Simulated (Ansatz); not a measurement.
# TiHg2: the cost of one run

Method: DFT r2SCAN, scalar-relativistic, plane waves, PAW, in Ansatz 0.2.0.

### 1 Starting point

Symmetry: Fm-3m, No. 225, cubic system. Conventional cell: a = 6.327 Å, b = 6.327 Å, c = 6.327 Å, α = 90.00°, β = 90.00°, γ = 90.00°. Ti (site symmetry m-3m) is surrounded by 8 Hg at 2.74 Å. Hg (site symmetry -43m) is surrounded by 4 Ti at 2.74 Å.

As a file:

```cif
data_structure
_symmetry_space_group_name_H-M 'Fm-3m'
_symmetry_Int_Tables_number 225
_cell_length_a 6.3267
_cell_length_b 6.3267
_cell_length_c 6.3267
_cell_angle_alpha 90.000
_cell_angle_beta 90.000
_cell_angle_gamma 90.000
_cell_volume 253.24
loop_
_atom_site_label
_atom_site_type_symbol
_atom_site_symmetry_multiplicity
_atom_site_Wyckoff_symbol
_atom_site_fract_x
_atom_site_fract_y
_atom_site_fract_z
_atom_site_occupancy
Ti1 Ti 4 a 0.00000 0.00000 0.00000 1
Hg1 Hg 8 c 0.25000 0.75000 0.75000 1
```

(A quick probe on a coarse mesh, which set the mesh and smearing, is not shown.)

### 3 Rough relaxation on the coarse mesh

input.yaml reads:

```yaml
crystal:
  lattice:
    - [0.0, 3.1633531805, 3.1633531805]
    - [3.1633531805, 0.0, 3.1633531805]
    - [3.1633531805, 3.1633531805, 0.0]
  atoms:
    - { symbol: Ti, position: [0.0, 0.0, 0.0] }
    - { symbol: Hg, position: [0.25, 0.25, 0.25] }
    - { symbol: Hg, position: [0.75, 0.75, 0.75] }
basis:
  ecutwfc: 500
kpoints:
  mp_grid: { grid: [6, 6, 6] }
hamiltonian:
  xc: r2scan
scf:
  occupations: { method: gaussian, width: 0.1 }
  lower_state_search: "off"
output:
  forces: true
  stress: true
  eigenvalues: true
relax:
  adjacent_minimum: "off"
  f_tol: 0.04
  max_steps: 70
  cell: { stress_tol: 0.4 }
```

Launch:

```
$ ansatz run input.yaml --threads 1 --pin off --max-ram 2560MiB --backend cpu --events-out ev --progress --plain --runs-dir out
```

**Question.** How long does this run take on 1 thread of Arm Neoverse V1, shared host, and how much memory does it need?

About 32 s, with a peak of 0.55 GiB.
